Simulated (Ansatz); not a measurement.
# Hf3Ta2O: the cost of one run

Computed with Ansatz 0.2.0 (DFT PBE, scalar-relativistic, plane waves, PAW, unless a step's input says otherwise).

### Step 1. The starting structure

The structure is hexagonal, space group P6/mmm (No. 191). Conventional cell: a = 4.096 Å, b = 4.096 Å, c = 7.550 Å, α = 90.00°, β = 90.00°, γ = 120.00°. Hf (site symmetry 6mm) is surrounded by 1 O at 1.75 Å. Around Hf (site symmetry 6/mmm) lie 2 Hf at 2.02 Å. Ta (site symmetry -6m2) is surrounded by 3 Hf at 2.36 Å and 3 Ta at 2.36 Å. Around O (site symmetry 6/mmm) lie 2 Hf at 1.75 Å.

Coordinates:

```cif
data_structure
_symmetry_space_group_name_H-M 'P 1'
_symmetry_Int_Tables_number 1
_cell_length_a 4.0956
_cell_length_b 4.0956
_cell_length_c 7.5505
_cell_angle_alpha 90.000
_cell_angle_beta 90.000
_cell_angle_gamma 120.000
_cell_volume 109.68
loop_
_atom_site_label
_atom_site_type_symbol
_atom_site_fract_x
_atom_site_fract_y
_atom_site_fract_z
_atom_site_occupancy
Hf1 Hf 0.00000 0.00000 0.76816 1
Hf2 Hf 0.00000 0.00000 0.23184 1
Hf3 Hf 0.00000 0.00000 0.50000 1
Ta1 Ta 0.33333 0.66667 0.50000 1
Ta2 Ta 0.66667 0.33333 0.50000 1
O1 O 0.00000 0.00000 0.00000 1
```

The cell is invented: random cell by space group and Wyckoff sites (P6/mmm, No. 191). The dimensions are guesses.

### Step 2. Probe: one point on a coarse mesh

Contents of input.yaml:

```yaml
crystal:
  lattice:
    - [4.09560481, 0.0, 0.0]
    - [-2.0478024, 3.54689781, 0.0]
    - [0.0, 0.0, 7.55048962]
  atoms:
    - { symbol: Hf, position: [0.0, 0.0, 0.76816138] }
    - { symbol: Hf, position: [0.0, 0.0, 0.23183862] }
    - { symbol: Hf, position: [0.0, 0.0, 0.5] }
    - { symbol: Ta, position: [0.33333333, 0.66666667, 0.5] }
    - { symbol: Ta, position: [0.66666667, 0.33333333, 0.5] }
    - { symbol: O, position: [0.0, 0.0, 0.0] }
basis:
  ecutwfc: 420
kpoints:
  mp_grid: { grid: [6, 6, 2] }
hamiltonian:
  xc: pbe
scf:
  occupations: { method: gaussian, width: 0.1 }
  lower_state_search: "off"
output:
  forces: true
  stress: true
  eigenvalues: true
```

The run is started by

```console
$ ansatz run input.yaml --threads 1 --pin off --max-ram 2560MiB --backend cpu --events-out ev --progress --plain --runs-dir out
```

What time and memory should one allow on 1 thread of Arm Neoverse V2, shared host?

About 7.9 s, with a peak of 0.42 GiB.
